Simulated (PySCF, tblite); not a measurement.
**C4H4F4O2: geometry, infrared bands and NMR shifts**

Wanted: the infrared bands and NMR shifts of C4H4F4O2 (`CO/C(=C\F)OC(F)(F)F`), by calculation.

Programs: tblite 0.8.0 and PySCF 2.14.0, with density-fitted response routines of our own. Each step states its level of theory. These are calculated values for one molecule in the gas phase, unless marked as measured. Atoms are numbered from 0 throughout.

## 1. The starting structure

14 atoms, charge 0, multiplicity 1; geometry from: force field or distance geometry start.

Bonds of the start (Å): C0–O1 1.41, O1–C2 1.37, C2–C3 1.36, C3–F4 1.35, C2–O5 1.37, O5–C6 1.42, C6–F7 1.36, C6–F8 1.36, C6–F9 1.35, C0–H10 1.09, C0–H11 1.10, C0–H12 1.09, C3–H13 1.07.

## 2. Relaxing the molecule with GFN2-xTB

What the job is given:

```
{"job": {"kind": "relax", "xc": "GFN2-xTB", "basis": "xTB"}, "charge": 0, "multiplicity": 1}
C     -1.600000    -1.199300    -0.038800
O     -0.259700    -0.758600     0.006000
C      0.023500     0.583400    -0.021400
C     -0.899600     1.570500    -0.120600
F     -2.228600     1.362000    -0.166400
O      1.332100     1.001400     0.025400
C      2.288500    -0.043800     0.116600
F      3.528900     0.511700     0.167100
F      2.126400    -0.769800     1.251400
F      2.233300    -0.857000    -0.954800
H     -1.614200    -2.291500     0.004400
H     -2.177200    -0.830100     0.825500
H     -2.083800    -0.898500    -0.970800
H     -0.670300     2.619200    -0.145700
```

On the command line:

```
> OMP_NUM_THREADS=1 python probes_run.py task.json out
```

This one command runs all jobs of the session in turn.

**Question.** This job is followed by: GFN2-xTB harmonic vibrations, gas phase; GIAO PBE0/pcSseg-1 NMR shielding, non-relativistic, gas phase. Predict these results of the whole session: strongest single infrared mode (GFN2-xTB); zero-point energy (GFN2-xTB); ¹³C shifts against TMS (PBE0/pcSseg-1); ¹H shifts against TMS (PBE0/pcSseg-1, means over atoms taken as alike); ¹⁷O shifts against H2O (PBE0/pcSseg-1); ¹⁹F shifts against CFCl3 (PBE0/pcSseg-1, means over atoms taken as alike); surface potential, 1st and 99th percentile.

The runs gave:

| quantity | value |
| --- | --- |
| strongest single infrared mode (GFN2-xTB) | 1196 cm⁻¹, 884 km/mol |
| zero-point energy (GFN2-xTB) | 51.7 kcal/mol |
| ¹³C shifts against TMS (PBE0/pcSseg-1) | 158.9, 131.3, 129.0, 59.3 ppm |
| ¹H shifts against TMS (PBE0/pcSseg-1, means over atoms taken as alike) | 7.09, 4.29 ppm |
| ¹⁷O shifts against H2O (PBE0/pcSseg-1) | 151.5, 105.8 ppm |
| ¹⁹F shifts against CFCl3 (PBE0/pcSseg-1, means over atoms taken as alike) | -66.9, -229.0 ppm |
| surface potential, 1st and 99th percentile | -0.70 V and 1.24 V |

**Reading.** Over 33 steps the energy fell by 0.325 eV; of the close pairs, O5–C6 changed most, 1.420 to 1.333 Å. All 36 modes are real, so the xTB geometry is a minimum. The strongest single mode, at 1196 cm⁻¹, moves mainly C6 and O5. GFN2-xTB is a fitted tight-binding method: band positions and strengths are rough. Its intensities can rank the bands wrongly. C2 (alkene carbon bearing oxygen) lies farthest downfield among carbon, at 158.9 ppm; an sp2 carbon further deshielded by the attached heteroatom. The most deshielded hydrogen is H13 (hydrogen on a β carbon of an enol-ether or enamine type C=C), at 7.09 ppm: attached to an sp2 carbon and in the plane of the double bond. At PBE0/pcSseg-1: The largest span, 176 ppm, is at F7, F8, F9, where the paramagnetic term is -234 ppm.
